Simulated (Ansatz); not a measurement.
The system is AlSn.

```
Sn Al
1.0
     4.19811    0.00000    0.00000
    -2.09905    3.63567    0.00000
     0.00000    0.00000    3.30685
Sn Al
1 1
Direct
  0.33333 0.66667 0.50000
  0.00000 0.00000 0.00000
```

The cell comes from a database or a generator and needn't be the stable form of this composition.

Base run:

| Quantity | Value |
| --- | --- |
| Program | Ansatz 0.2.0 |
| Functional | LDA |
| Potentials or basis | all-electron LAPW, scalar-relativistic |
| Cutoff | 175 eV (chosen from the basis error) |
| Basis error allowed | 0.001 eV/atom |
| k mesh | 7 × 7 × 8 |
| Occupations | fermi-dirac, width 0.05 eV |
| Spin | no spin polarisation |

Its results: pressure -3.0 GPa.

**Question.** The run is repeated on the same cell with these changes: functional from LDA to PBE. What comes out?

**Answer.** Pressure 0.2 GPa.

PBE binds less tightly than LDA, so the same cell stands under more pressure.
